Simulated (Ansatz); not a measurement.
# C₄O₄Os: small, medium and large basis sets

The task here is to estimate one member of a computed series from the others.

The runs use Ansatz 0.2.0, Gaussian basis; one geometry, several basis sets.

Levels to be run: PBE0-D4/def2-SVP; ωB97M-V/def2-SVP; PBE0-D4/def2-QZVPP; ωB97M-V/def2-QZVPP; the functionals' def2-TZVPP values are taken from earlier runs.

## Structure used throughout

The geometry comes from an earlier relaxation with PBE0-D4 in a triple-zeta def2 set; it is a stationary point, not always the lowest conformer. Os takes the def2 core potential; no spin-orbit term is included.

SMILES `[O+]#[C][Os-4]([C]#[O+])([C]#[O+])[C]#[O+]`, 9 atoms, charge 0, spin multiplicity 1.

Atoms are counted from 1 here; the program's logs count them from 0.

Bond lengths: O1–C2 1.140 Å, C2–Os3 1.930 Å, Os3–C4 1.930 Å, Os3–C6 1.931 Å, Os3–C8 1.931 Å, C4–O5 1.140 Å, C6–O7 1.140 Å, C8–O9 1.140 Å. Angles: O1–C2–Os3 169.7°, C2–Os3–C4 148.1°, C2–Os3–C6 94.3°, C2–Os3–C8 94.3°, C4–Os3–C6 94.3°, C4–Os3–C8 94.3°, C6–Os3–C8 148.4°, Os3–C4–O5 169.7°, Os3–C6–O7 169.8°, Os3–C8–O9 169.8°.

Set-up of the first run:

in.yaml

```yaml
crystal:
  periodic: [false, false, false]
  atoms:
    - {symbol: O, position_ang: [2.512755, -1.132894, -1.322917]}
    - {symbol: C, position_ang: [1.650601, -0.685496, -0.726781]}
    - {symbol: Os, position_ang: [0.000726, 0.000940, 0.002675]}
    - {symbol: C, position_ang: [-1.883465, 0.339344, -0.243613]}
    - {symbol: O, position_ang: [-2.968026, 0.456611, -0.573499]}
    - {symbol: C, position_ang: [0.509066, 1.851633, -0.206404]}
    - {symbol: O, position_ang: [0.835557, 2.940677, -0.128717]}
    - {symbol: C, position_ang: [-0.275591, -1.504779, 1.178947]}
    - {symbol: O, position_ang: [-0.381623, -2.266037, 2.020309]}
basis:
  gaussian: {orbitals: def2-SVP}
hamiltonian: {xc: pbe0, dispersion: d4}
output: {orbitals: {seedname: orbitals}}
```

The run is started by

```bash
$ ansatz run in.yaml --threads 8 --pin off --events-out ev --progress --plain --max-ram 20889MiB
```

Among the steps run: PBE0-D4 in def2-SVP; ωB97M-V in def2-SVP; PBE0-D4 in def2-QZVPP; ωB97M-V in def2-QZVPP.

One table of the session follows, with a row left open; its other results are not shown here.

It belongs to the step «Density functionals: the series». 

```
functional       basis  HOMO (eV)  LUMO (eV)
   PBE0-D4    def2-SVP      -6.94      -3.24
   PBE0-D4  def2-TZVPP      -7.05      -3.39
   PBE0-D4  def2-QZVPP      -7.08      -3.42
   ωB97M-V    def2-SVP          ?          ?
   ωB97M-V  def2-TZVPP      -9.02      -1.49
   ωB97M-V  def2-QZVPP      -9.05      -1.53
```

**Question.** Estimate the row for ωB97M-V, def2-SVP.

**Answer.** HOMO (eV): -8.86; LUMO (eV): -1.31. In the column «HOMO (eV)» it lies between ωB97M-V, def2-TZVPP (-9.02) and PBE0-D4, def2-QZVPP (-7.08).
